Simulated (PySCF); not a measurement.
# C₂H₇AlNO−: runs on many settings

Aim: see how C₂H₇AlNO− (`CC(=O)[NH][AlH3-]`) answers to the choice of functional, basis, grid and SCF options.

The runs use PySCF 2.14.0, with density-fitted response routines of our own; the level of theory stands in each step. All values are computed, except where a source is named. Atoms count from 0, in the outputs and in this text.

1 further run of the same task is left out (for a known fault of the program).

## Step 1: The molecule as given

12 atoms, charge -1, multiplicity 1; geometry from: GFN2-xTB.

Bonds of the start (Å): C0–C1 1.54, C1–O2 1.22, C1–N3 1.33, N3–Al4 1.90, C0–H5 1.09, C0–H6 1.09, C0–H7 1.09, N3–H8 1.02, Al4–H9 1.60, Al4–H10 1.63, Al4–H11 1.59.

## Step 2: Indirect couplings: KT2/MINI

What the job is given:

```
{"job": {"kind": "j", "xc": "KT2", "basis": "MINI", "scf": {"guess": "vsap"}}, "charge": -1, "multiplicity": 1}
C      2.080462     0.015229    -0.118112
C      0.759912     0.112729     0.677790
O      0.796208     0.310101     1.882924
N     -0.347503    -0.033243    -0.051076
Al    -2.245194    -0.033516    -0.044235
H      2.114471     0.803286    -0.869266
H      2.142947    -0.949709    -0.619108
H      2.926165     0.124166     0.557262
H     -0.140704    -0.197536    -1.034683
H     -2.771892     1.476211     0.028702
H     -2.451017    -0.665836    -1.529233
H     -2.862656    -0.962566     1.093008
```

Level: KT2/MINI indirect spin-spin coupling, non-relativistic, gas phase.

Launch:

```console
$ OMP_NUM_THREADS=1 python probes_run.py task.json out
```

This one command runs all jobs of the session in turn.

The program printed:

```text
final grid: 94112 points
cycle   1  E = -443.8295484717  dE =  1.040e+01  |g| = 3.282e+00  |ddm| = 1.450e+01
cycle   2  E = -437.7909900194  dE =  6.039e+00  |g| = 3.096e+00  |ddm| = 2.076e+01
cycle   3  E = -454.4844682289  dE = -1.669e+01  |g| = 1.584e+00  |ddm| = 1.543e+01
cycle   4  E = -446.7329410179  dE =  7.752e+00  |g| = 4.305e+00  |ddm| = 1.012e+01
cycle   5  E = -452.3161842664  dE = -5.583e+00  |g| = 2.187e+00  |ddm| = 6.579e+00
cycle   6  E = -453.8764150699  dE = -1.560e+00  |g| = 1.945e+00  |ddm| = 3.067e+00
cycle   7  E = -453.6915519600  dE =  1.849e-01  |g| = 2.014e+00  |ddm| = 4.436e-01
cycle   8  E = -452.1731207719  dE =  1.518e+00  |g| = 2.198e+00  |ddm| = 3.582e+00
cycle   9  E = -452.3317388486  dE = -1.586e-01  |g| = 2.116e+00  |ddm| = 5.025e-01
cycle  10  E = -455.3474327023  dE = -3.016e+00  |g| = 5.261e-01  |ddm| = 7.016e+00
cycle  11  E = -455.4320561840  dE = -8.462e-02  |g| = 1.986e-01  |ddm| = 1.614e+00
cycle  12  E = -455.4490742380  dE = -1.702e-02  |g| = 8.104e-02  |ddm| = 5.381e-01
cycle  13  E = -455.4513098750  dE = -2.236e-03  |g| = 1.172e-02  |ddm| = 1.436e-01
cycle  14  E = -455.4513558831  dE = -4.601e-05  |g| = 2.033e-03  |ddm| = 2.510e-02
cycle  15  E = -455.4513581572  dE = -2.274e-06  |g| = 5.076e-04  |ddm| = 6.593e-03
cycle  16  E = -455.4513582447  dE = -8.750e-08  |g| = 1.401e-04  |ddm| = 1.232e-03
cycle  17  E = -455.4513582521  dE = -7.418e-09  |g| = 1.575e-05  |ddm| = 3.040e-04
cycle  18  E = -455.4513582522  dE = -1.364e-10  |g| = 3.250e-06  |ddm| = 5.544e-05
converged SCF energy = -455.4513582522

Indirect spin-spin couplings (Hz)
  i      j    bonds     total        FC       PSO       DSO        SD
  0 C    1 C    1     16.370    16.837    -0.739     0.272         -
  0 C    2 O    2     -0.250    -0.911     0.638     0.024         -
  0 C    3 N    2     -3.693    -3.943     0.219     0.001     0.029
  0 C    4 Al   3      2.727     2.759     0.028    -0.060         -
  0 C    5 H    1     63.462    62.464     0.104     0.894         -
  0 C    6 H    1     63.278    62.280     0.103     0.894         -
  0 C    7 H    1     68.270    67.293     0.100     0.877         -
  0 C    8 H    3      0.493     0.328    -0.069     0.234         -
  0 C    9 H    4     -0.416    -0.268     0.022    -0.169         -
  0 C   10 H    4     -0.268    -0.175     0.023    -0.116         -
  0 C   11 H    4     -0.335    -0.162     0.025    -0.198         -
  1 C    2 O    1     36.655    27.721     9.115    -0.182         -
  1 C    3 N    1     -3.908    -7.021     3.227    -0.144     0.030
  1 C    4 Al   2     -1.318    -1.314     0.045    -0.049         -
  1 C    5 H    2     -3.305    -3.560     0.139     0.116         -
  1 C    6 H    2     -3.280    -3.525     0.136     0.109         -
  1 C    7 H    2     -3.026    -3.094    -0.001     0.069         -
  1 C    8 H    2     -3.947    -2.734    -1.061    -0.152         -
  1 C    9 H    3      0.203     0.361    -0.045    -0.113         -
  1 C   10 H    3      2.972     3.165     0.030    -0.223         -
  1 C   11 H    3     -0.229    -0.054    -0.076    -0.098         -
  2 O    3 N    2     -0.131     1.373    -3.165    -0.011     1.672
  2 O    5 H    3      0.164    -0.341     0.291     0.213         -
  2 O    6 H    3      0.182    -0.335     0.298     0.219         -
  2 O    7 H    3      0.777     0.352     0.441    -0.016         -
  2 O    8 H    3      2.268     0.400     1.484     0.384         -
  2 O    9 H    4     -0.401    -0.558     0.116     0.041         -
  2 O   11 H    4     -0.164    -0.289     0.121     0.004         -
  3 N    4 Al   1     -6.856    -7.421     0.780    -0.044    -0.171
  3 N    5 H    3      0.418     0.168     0.213    -0.003     0.041
  3 N    6 H    3      0.452     0.205     0.214    -0.007     0.040
  3 N    7 H    3     -0.063    -0.369     0.136     0.180    -0.010
  3 N    8 H    1    -22.010   -19.969    -1.357    -0.614    -0.069
  3 N    9 H    2     -1.303    -1.145    -0.173     0.026    -0.011
  3 N   10 H    2     -5.630    -5.500    -0.109    -0.034     0.013
  3 N   11 H    2     -0.785    -0.670    -0.147     0.043    -0.011
  4 Al   5 H    4     -0.482    -0.319     0.006    -0.169         -
  4 Al   6 H    4     -0.490    -0.324     0.007    -0.173         -
  4 Al   8 H    2     -7.961    -7.416    -0.439    -0.107         -
  4 Al   9 H    1    126.355   127.131    -1.080     0.304         -
  4 Al  10 H    1    121.877   122.450    -0.876     0.304         -
  4 Al  11 H    1    125.902   126.708    -1.111     0.306         -
  5 H    6 H    2    -10.028    -8.771     0.767    -2.023         -
  5 H    7 H    2     -9.896    -8.558     0.752    -2.090         -
  5 H    8 H    4      0.614    -0.424    -0.309     1.346         -
  5 H   11 H    5     -0.657     0.079     0.134    -0.870         -
  6 H    7 H    2     -9.913    -8.582     0.750    -2.082         -
  6 H    8 H    4      0.676    -0.462    -0.335     1.473         -
  6 H    9 H    5     -0.471     0.198     0.131    -0.801         -
  6 H   11 H    5     -0.294     0.150     0.069    -0.513         -
  7 H    8 H    4     -1.305    -0.035     0.332    -1.602         -
  7 H    9 H    5     -0.613     0.032     0.137    -0.781         -
  7 H   10 H    5     -0.596     0.094     0.161    -0.850         -
  7 H   11 H    5     -0.620     0.033     0.133    -0.786         -
  8 H    9 H    3     -0.459     0.468     0.108    -1.035         -
  8 H   10 H    3      3.566     2.182    -0.220     1.605         -
  8 H   11 H    3      0.876     2.445     0.154    -1.723         -
  9 H   10 H    2     -0.195     0.985    -0.019    -1.161         -
  9 H   11 H    2      1.020     2.327    -0.013    -1.294         -
 10 H   11 H    2     -1.498    -0.278    -0.020    -1.199         -
```

Run time: 14 s. Hardware: 1 thread of AMD EPYC, shared host.

This basis has no tight s functions, so the Fermi-contact terms are rough.

Couplings of 1 Hz or more, nine at most for each number of bonds, with means over like pairs (isotopes 27Al, 13C, 1H, 15N, 17O):

```csv
pair,bonds,J (Hz),Fermi contact (Hz),dihedral (°)
Al4–H9,1,124.7,125.4,–
C0–H5,1,65.0,64.0,–
C1–O2,1,36.7,27.7,–
N3–H8,1,-22.0,-20.0,–
C0–C1,1,16.4,16.8,–
N3–Al4,1,-6.9,-7.4,–
C1–N3,1,-3.9,-7.0,–
H5–H6,2,-9.9,-8.6,–
Al4–H8,2,-8.0,-7.4,–
C1–H8,2,-3.9,-2.7,–
C0–N3,2,-3.7,-3.9,–
C1–H5,2,-3.2,-3.4,–
N3–H9,2,-2.6,-2.4,–
C1–Al4,2,-1.3,-1.3,–
C0–Al4,3,2.7,2.8,-178
O2–H8,3,2.3,0.4,-179
H8–H9,3,1.3,1.7,–
```

The spin-dipole term was solved for some atoms only; pairs without it lack that part.

The response was solved for the nuclei of C, H, N alone, so couplings that need other nuclei can be missing.

Quadrupole couplings from the field gradients of the same density:

```csv
atom,isotope,eQq/h (MHz),η
O2,17O,12.6,0.29
N3,14N,5.301,0.96
Al4,27Al,4.381,0.62
```

## Step 3: NMR shieldings: WP04/STO-3G

The job, as its differences from that of step 2:

```diff
@@ -1,2 +1,2 @@
-{"job": {"kind": "j", "xc": "KT2", "basis": "MINI", "scf": {"guess": "vsap"}}, "charge": -1, "multiplicity": 1}
+{"job": {"kind": "nmr", "xc": "WP04", "basis": "STO-3G", "pop": false, "scf": {"aux": "def2-universal-jfit", "max_cycle": 86}}, "charge": -1, "multiplicity": 1}
 C      2.080462     0.015229    -0.118112
```

Level: GIAO WP04/STO-3G NMR shielding, non-relativistic, gas phase.

The program printed:

```text
final grid: 94112 points
cycle   1  E = -454.5134903241  dE =  3.786e-01  |g| = 7.804e-01  |ddm| = 4.188e+00
cycle   2  E = -453.8940116627  dE =  6.195e-01  |g| = 1.771e+00  |ddm| = 3.076e+00
cycle   3  E = -454.6511825116  dE = -7.572e-01  |g| = 5.170e-01  |ddm| = 2.405e+00
cycle   4  E = -454.7232303548  dE = -7.205e-02  |g| = 1.586e-01  |ddm| = 8.528e-01
cycle   5  E = -454.7313839946  dE = -8.154e-03  |g| = 2.897e-02  |ddm| = 2.303e-01
cycle   6  E = -454.7316404288  dE = -2.564e-04  |g| = 3.791e-03  |ddm| = 4.104e-02
cycle   7  E = -454.7316442939  dE = -3.865e-06  |g| = 9.524e-04  |ddm| = 5.306e-03
cycle   8  E = -454.7316446594  dE = -3.655e-07  |g| = 5.196e-05  |ddm| = 1.725e-03
cycle   9  E = -454.7316446603  dE = -9.276e-10  |g| = 1.229e-05  |ddm| = 1.001e-04
converged SCF energy = -454.7316446603

GIAO shielding tensors (ppm)
atom      isotropic    diamagn.    paramagn.     s11        s22        s33       span
  0 C      204.358     247.063     -42.705    187.249    203.991    221.835     34.586
  1 C      124.995     256.073    -131.078     43.017    157.761    174.207    131.190
  2 O       13.603     386.790    -373.187   -342.461    -35.735    419.004    761.464
  3 N      212.484     318.495    -106.011    140.570    229.305    267.578    127.008
  4 Al     494.130     782.509    -288.379    481.606    487.506    513.278     31.671
  5 H       31.940      31.724       0.216     27.910     30.386     37.525      9.615
  6 H       31.947      31.760       0.187     27.877     30.451     37.512      9.635
  7 H       32.045      30.510       1.535     27.729     29.850     38.557     10.827
  8 H       30.183      36.342      -6.158     23.484     32.075     34.990     11.506
  9 H       33.339      33.860      -0.521     30.552     31.854     37.611      7.059
 10 H       33.547      34.544      -0.997     30.100     32.722     37.819      7.720
 11 H       33.283      33.734      -0.451     30.429     31.939     37.480      7.051
```

It took 5.7 s on 1 thread of AMD EPYC, shared host.

A normal end doesn't make this result sound: the fitting basis def2-universal-jfit is not made for Coulomb and exchange fitting here; the basis STO-3G is minimal.

## Step 4: Spin-spin couplings: B97-D/6-31G

The job, as its differences from that of step 3:

```diff
@@ -1,2 +1,2 @@
-{"job": {"kind": "nmr", "xc": "WP04", "basis": "STO-3G", "pop": false, "scf": {"aux": "def2-universal-jfit", "max_cycle": 86}}, "charge": -1, "multiplicity": 1}
+{"job": {"kind": "j", "xc": "B97-D", "basis": "6-31G"}, "charge": -1, "multiplicity": 1}
 C      2.080462     0.015229    -0.118112
```

Method: B97-D/6-31G indirect spin-spin coupling, non-relativistic, gas phase.

The program printed:

```text
coarse grid: 10288 points
cycle   1  E = -452.4781419688  dE =  4.350e-01  |g| = 1.003e+00  |ddm| = 3.241e+00
cycle   2  E = -450.5743548172  dE =  1.904e+00  |g| = 2.783e+00  |ddm| = 5.389e+00
cycle   3  E = -452.5478042941  dE = -1.973e+00  |g| = 7.749e-01  |ddm| = 5.113e+00
cycle   4  E = -452.6938205120  dE = -1.460e-01  |g| = 2.395e-01  |ddm| = 1.055e+00
cycle   5  E = -452.7045991051  dE = -1.078e-02  |g| = 9.534e-02  |ddm| = 2.923e-01
cycle   6  E = -452.7067844395  dE = -2.185e-03  |g| = 2.544e-02  |ddm| = 1.203e-01
cycle   7  E = -452.7069837448  dE = -1.993e-04  |g| = 2.736e-03  |ddm| = 4.057e-02
cycle   8  E = -452.7069857462  dE = -2.001e-06  |g| = 6.132e-04  |ddm| = 5.322e-03
final grid: 94112 points
cycle   9  E = -452.6503864442  dE = -2.382e-05  |g| = 6.388e-03  |ddm| = 2.899e-02
cycle  10  E = -452.6503544845  dE =  3.196e-05  |g| = 1.362e-02  |ddm| = 2.104e-02
cycle  11  E = -452.6503937995  dE = -3.932e-05  |g| = 3.854e-03  |ddm| = 1.707e-02
cycle  12  E = -452.6503972792  dE = -3.480e-06  |g| = 3.356e-04  |ddm| = 5.490e-03
cycle  13  E = -452.6503973125  dE = -3.330e-08  |g| = 1.020e-04  |ddm| = 5.662e-04
cycle  14  E = -452.6503973146  dE = -2.088e-09  |g| = 2.733e-05  |ddm| = 1.332e-04
cycle  15  E = -452.6503973148  dE = -2.117e-10  |g| = 4.688e-06  |ddm| = 4.139e-05
converged SCF energy = -452.6503973148

Indirect spin-spin couplings (Hz)
  i      j    bonds     total        FC       PSO       DSO        SD
  0 C    1 C    1     52.249    52.560    -0.579     0.267         -
  0 C    2 O    2     -3.782    -4.518     0.708     0.028         -
  0 C    3 N    2     -6.258    -6.499     0.221     0.002     0.017
  0 C    4 Al   3      4.199     4.143     0.116    -0.060         -
  0 C    5 H    1    132.339   130.327     1.233     0.780         -
  0 C    6 H    1    132.023   130.007     1.236     0.780         -
  0 C    7 H    1    140.232   138.395     1.074     0.763         -
  0 C    8 H    3      1.984     1.797    -0.053     0.240         -
  0 C    9 H    4     -0.210    -0.108     0.069    -0.171         -
  0 C   10 H    4     -0.189    -0.133     0.061    -0.117         -
  1 C    2 O    1     19.063     8.634    10.577    -0.149         -
  1 C    3 N    1    -16.340   -19.284     3.257    -0.131    -0.182
  1 C    4 Al   2     -0.474    -0.464     0.040    -0.050         -
  1 C    5 H    2     -5.879    -5.962    -0.002     0.086         -
  1 C    6 H    2     -5.804    -5.878    -0.005     0.079         -
  1 C    7 H    2     -6.365    -6.305    -0.094     0.034         -
  1 C    8 H    2     -2.280    -0.841    -1.235    -0.203         -
  1 C    9 H    3      0.602     0.746    -0.026    -0.118         -
  1 C   10 H    3      3.716     3.886     0.059    -0.230         -
  1 C   11 H    3     -0.042     0.124    -0.063    -0.103         -
  2 O    3 N    2      1.850     3.184    -2.117    -0.015     0.798
  2 O    5 H    3     -0.702    -1.149     0.216     0.231         -
  2 O    6 H    3     -0.745    -1.203     0.221     0.237         -
  2 O    7 H    3     -0.508    -0.753     0.257    -0.013         -
  2 O    8 H    3     -1.200    -2.711     1.103     0.407         -
  2 O    9 H    4     -0.445    -0.558     0.070     0.043         -
  2 O   11 H    4     -0.327    -0.410     0.078     0.005         -
  3 N    4 Al   1    -25.467   -25.742     0.555    -0.046    -0.234
  3 N    5 H    3      0.041    -0.058     0.063     0.002     0.034
  3 N    6 H    3      0.088    -0.008     0.064    -0.002     0.034
  3 N    7 H    3     -0.291    -0.448    -0.026     0.192    -0.009
  3 N    8 H    1    -56.021   -52.436    -2.845    -0.520    -0.220
  3 N    9 H    2     -0.589    -0.576    -0.028     0.027    -0.012
  3 N   10 H    2     -4.040    -4.036     0.015    -0.031     0.012
  3 N   11 H    2     -0.079    -0.080    -0.027     0.044    -0.016
  4 Al   5 H    4     -0.622    -0.569     0.118    -0.170         -
  4 Al   6 H    4     -0.592    -0.539     0.120    -0.174         -
  4 Al   7 H    4      1.097     1.233     0.152    -0.289         -
  4 Al   8 H    2     -3.992    -3.494    -0.378    -0.120         -
  4 Al   9 H    1    186.476   187.735    -1.536     0.277         -
  4 Al  10 H    1    168.469   169.473    -1.290     0.286         -
  4 Al  11 H    1    192.227   193.518    -1.567     0.276         -
  5 H    6 H    2    -16.929   -15.837     1.276    -2.368         -
  5 H    7 H    2    -15.827   -14.507     1.125    -2.445         -
  5 H    8 H    4      0.175    -0.633    -0.552     1.360         -
  5 H    9 H    5      0.167     0.370     0.070    -0.273         -
  5 H   11 H    5     -0.328     0.301     0.261    -0.891         -
  6 H    7 H    2    -15.789   -14.468     1.117    -2.437         -
  6 H    8 H    4      0.265    -0.621    -0.606     1.492         -
  6 H   11 H    5     -0.231     0.150     0.143    -0.524         -
  7 H    8 H    4     -0.203     0.838     0.655    -1.697         -
  7 H    9 H    5     -0.520     0.001     0.283    -0.805         -
  7 H   10 H    5     -0.579    -0.025     0.325    -0.880         -
  7 H   11 H    5     -0.499     0.030     0.280    -0.809         -
  8 H    9 H    3     -0.766     0.126     0.200    -1.092         -
  8 H   10 H    3      2.159     0.979    -0.427     1.606         -
  8 H   11 H    3     -0.156     1.311     0.320    -1.787         -
  9 H   10 H    2     -0.751     0.486     0.007    -1.243         -
  9 H   11 H    2      0.365     1.729     0.022    -1.386         -
 10 H   11 H    2     -1.060     0.222     0.002    -1.284         -
```

Wall time 22 s (1 thread of AMD EPYC, shared host).

The basis is not made for couplings: without tight functions at the nuclei these values are rough.

This run: J(Al4,H9) 182.4 Hz, J(C0,H5) 134.9 Hz, J(N3,H8) -56.0 Hz (means over like pairs).

## Step 5: Excited states and response: PBE0/def2-SVPD

What the job is given:

```
{"job": {"kind": "uv", "xc": "PBE0", "basis": "def2-SVPD", "nstates": 6, "ntriplets": 5, "tda": true, "grid": 0, "scf": {"max_cycle": 79}}, "charge": -1, "multiplicity": 1}
C      1.872416     0.013706    -0.106301
C      0.683921     0.101456     0.610011
O      0.716587     0.279091     1.694632
N     -0.312753    -0.029919    -0.045968
Al    -2.020675    -0.030164    -0.039812
H      1.903024     0.722957    -0.782339
H      1.928652    -0.854738    -0.557197
H      2.633549     0.111749     0.501536
H     -0.126634    -0.177782    -0.931215
H     -2.494703     1.328590     0.025832
H     -2.205915    -0.599252    -1.376310
H     -2.576390    -0.866309     0.983707
```

Method: TDA PBE0/def2-SVPD, vertical, gas phase, core orbitals frozen in the response.

The program printed:

```text
final grid: 10288 points
cycle   1  E = -451.9313316880  dE =  1.649e+00  |g| = 8.697e-01  |ddm| = 6.125e+00
cycle   2  E = -451.7104886811  dE =  2.208e-01  |g| = 1.369e+00  |ddm| = 1.217e+01
cycle   3  E = -452.0935318500  dE = -3.830e-01  |g| = 2.223e-01  |ddm| = 1.162e+01
cycle   4  E = -452.1031966162  dE = -9.665e-03  |g| = 7.071e-02  |ddm| = 4.675e-01
cycle   5  E = -452.1041184238  dE = -9.218e-04  |g| = 2.363e-02  |ddm| = 1.349e-01
cycle   6  E = -452.1042426889  dE = -1.243e-04  |g| = 3.400e-03  |ddm| = 5.202e-02
cycle   7  E = -452.1042455275  dE = -2.839e-06  |g| = 6.562e-04  |ddm| = 1.392e-02
cycle   8  E = -452.1042456626  dE = -1.350e-07  |g| = 1.721e-04  |ddm| = 3.323e-03
cycle   9  E = -452.1042456700  dE = -7.385e-09  |g| = 7.383e-05  |ddm| = 1.015e-03
cycle  10  E = -452.1042456712  dE = -1.245e-09  |g| = 1.050e-05  |ddm| = 1.702e-04
cycle  11  E = -452.1042456712  dE = -3.138e-11  |g| = 2.284e-06  |ddm| = 5.335e-05
converged SCF energy = -452.1042456712

Static polarisability (au): isotropic 68.937, principal 58.848 69.246 78.715

Singlet excitations
state   eV       nm        f      main configurations
  1   5.1250    241.9   0.02186   H->L 0.98
  2   5.3558    231.5   0.03751   H-1->L 0.92
  3   5.6170    220.7   0.03253   H-2->L 0.92
  4   5.7697    214.9   0.01776   H->L+1 0.93
  5   6.1285    202.3   0.02806   H-1->L+1 0.88
  6   6.2631    198.0   0.03271   H-2->L+1 0.82

Triplet excitations (Tamm-Dancoff, eV): 5.0461 5.2628 5.4817 5.6364 6.0058
```

Wall time 22 s (1 thread of AMD EPYC, shared host); peak memory 0.66 GiB.

A normal end doesn't make this result sound: all coordinates were scaled by 0.9; grid level 0 is too coarse.

## Step 6: Side by side: spin-spin couplings

Couplings (Hz), each a mean over the pairs like the one named, with basis size and wall time:

```csv
run,Al4–H9,C0–H5,C1–O2,N3–H8,C0–C1,H5–H6,Al4–H8,functions,time
KT2/MINI,124.7,65.0,36.7,-22.0,16.4,-9.9,-8.0,36,14 s
B97-D/6-31G,182.4,134.9,19.1,-56.0,52.2,-16.2,-4.0,63,22 s
```

## Step 7: Results

| quantity | value |
| --- | --- |
| largest coupling of the table (KT2/MINI) | 1J(Al,H) Al4–H9, 124.7 Hz |
| range of J(Al4,H9), mean over like pairs | 124.7 to 182.4 Hz |
| property runs in this session | 4, of which 0 failed and 3 gave unsound results |

**Reading.** Single values in the summary come from the first run of each kind that ended normally (KT2/MINI), which need not be the best level. A minimal basis gives no usable values, so read them as a test of settings alone. Of the pairs tabulated at KT2/MINI, Al4–H9 (mean over like pairs) couples most strongly (124.7 Hz; Fermi contact 125.4 Hz). The coupling Al4–H9, as a mean over pairs of its kind, runs from 124.7 Hz (KT2/MINI) to 182.4 Hz (B97-D/6-31G). Couplings from bases without tight functions are rough.
